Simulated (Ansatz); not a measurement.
# SbC: from a guess to a relaxed structure

The task: take a trial cell of SbC to zero force and stress.

Method: DFT PBE, scalar-relativistic, plane waves, PAW, in Ansatz 0.2.0.

**1. Starting point**

It takes space group Fm-3m (No. 225, cubic). The conventional cell has a = 5.910 Å, b = 5.910 Å, c = 5.910 Å, α = 90.00°, β = 90.00°, γ = 90.00°. Sb (site symmetry m-3m) is surrounded by 6 C at 2.95 Å. C (site symmetry m-3m) is surrounded by 6 Sb at 2.95 Å.

Structure file:

```cif
data_structure
_symmetry_space_group_name_H-M 'P 1'
_symmetry_Int_Tables_number 1
_cell_length_a 4.1787
_cell_length_b 4.1787
_cell_length_c 4.1787
_cell_angle_alpha 60.000
_cell_angle_beta 60.000
_cell_angle_gamma 60.000
_cell_volume 51.59
loop_
_atom_site_label
_atom_site_type_symbol
_atom_site_fract_x
_atom_site_fract_y
_atom_site_fract_z
_atom_site_occupancy
Sb1 Sb 0.00000 0.00000 0.00000 1
C1 C 0.50000 0.50000 0.50000 1
```

A structure generator made this guess: random cell by space group and Wyckoff sites (Fm-3m, No. 225). The dimensions are guesses.

**2. A first look at the guess**

Contents of input.yaml:

```yaml
crystal:
  lattice:
    - [0.0, 2.95475433, 2.95475433]
    - [2.95475433, 0.0, 2.95475433]
    - [2.95475433, 2.95475433, 0.0]
  atoms:
    - { symbol: Sb, position: [0.0, 0.0, 0.0] }
    - { symbol: C, position: [0.5, 0.5, 0.5] }
basis:
  ecutwfc: 420
kpoints:
  mp_grid: { grid: [6, 6, 6] }
hamiltonian:
  xc: pbe
scf:
  occupations: { method: gaussian, width: 0.1 }
  lower_state_search: "off"
output:
  forces: true
  stress: true
  eigenvalues: true
```

The run is started by

```bash
$ ansatz run input.yaml --threads 1 --pin off --max-ram 2560MiB --backend cpu --events-out ev --progress --plain --runs-dir out
```

Further runs follow: coarse relaxation; full relaxation.

**Question.** What will these runs give? Wanted: conventional cell; volume; energy over the elements; gap on the mesh.

**Answer**, as computed:

| quantity | value |
| --- | --- |
| symmetry at the end (tolerance 0.05 Å) | space group Fm-3m (No. 225) |
| conventional cell | a = 4.894 Å, b = 4.894 Å, c = 4.894 Å, α = 90.00°, β = 90.00°, γ = 90.00° |
| volume | 14.66 Å³/atom |
| energy over the elements | +1.49 eV/atom |
| gap on the mesh | none (metal) |

The space group Fm-3m (No. 225) is kept, and the volume per atom shrinks by 43.2 % from the first guess. The formation energy is positive, so the separate elements lie lower. No finished test with a distortion of lower symmetry is shown, so the end may be a saddle point. The runs treat Sb without spin-orbit coupling.
